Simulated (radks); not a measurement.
# Hf inside a hard spherical wall

The task here is to estimate one member of a computed series from the others.

The numbers are computed with radks (a radial shooting solver on a logarithmic mesh, Libxc functionals) version 1 (scalar-relativistic Kohn-Sham, LDA (Slater exchange, Perdew-Wang correlation), spin-polarised, spherical densities, point nucleus; open shells are filled with parallel spins first), except any that are marked as measured or tabulated.

### The atom as given

| Item | Value |
| --- | --- |
| element | hafnium (Z = 72) |
| charge | 0 |
| electrons | 72 |
| configuration | [Xe] 4f14 5d2 6s2 |

Outer shells as boxes (Hund's rule):

Hf
```
[Xe] core
4f [↑↓][↑↓][↑↓][↑↓][↑↓][↑↓][↑↓]
5d [↑ ][↑ ][  ][  ][  ]
6s [↑↓]
```

Set-up of the first run:

Input:

```text
Z 72
configuration [Xe] 4f14 5d2 6s2 6p0 7s0 5f0
relativity scalar-relativistic
functional lda,pw
spin polarised
nucleus point
c 137.035999084
```

Among the steps run: The free atom; Wall at 20 bohr; Wall at 12 bohr; Wall at 10 bohr; Wall at 7 bohr; Wall at 4 bohr; Wall at 3.5 bohr; Wall at 2.5 bohr; Wall at 2 bohr; Wall at 1.5 bohr.

One table of the session follows, with a row left open; its other results are not shown here.

```
R (bohr)  E − E(free) (eV)  ε(5d) (eV)  ε(6p, empty) (eV)  ε(7s, empty) (eV)  ε(5f, empty) (eV)
    free             0.000      -3.232             -1.603             -0.097                  -
      20             0.000      -3.232             -1.603             -0.011              1.435
      12             0.002      -3.223             -1.566              0.751              3.210
      10             0.023      -3.172             -1.444              1.743              4.362
       7             0.637      -2.448             -0.123              7.537              8.547
       4            19.319       4.979             15.697             52.329             28.321
     3.5            37.148       9.476             26.854             79.425             38.046
     2.5            179.95      34.318             91.319             218.46             82.279
       2                 ?           ?                  ?                  ?                  ?
     1.5            1695.9      194.45             476.78             937.59             290.04
```

Estimate the missing values for R (bohr) = 2.

Worked estimate for «E − E(free) (eV)». A straight line through the neighbours (2.5, 179.95) and (1.5, 1695.9) gives 179.95 + (1695.9 − 179.95) × (2 − 2.5) / (1.5 − 2.5) = 937.92; a parabola fitted to 3 rows on both sides gives 766.28.

As computed: E − E(free) (eV): 493.02; ε(5d) (eV): 74.195; ε(6p, empty) (eV): 192.63; ε(7s, empty) (eV): 417.40; ε(5f, empty) (eV): 141.23. In «E − E(free) (eV)» the line misses by +444.90 and the parabola by +273.26.

From R = 4 bohr inwards the highest occupied level lies above zero, pushed up by confinement. Shells are not refilled when levels cross, and a hard wall is a model, not a crystal.
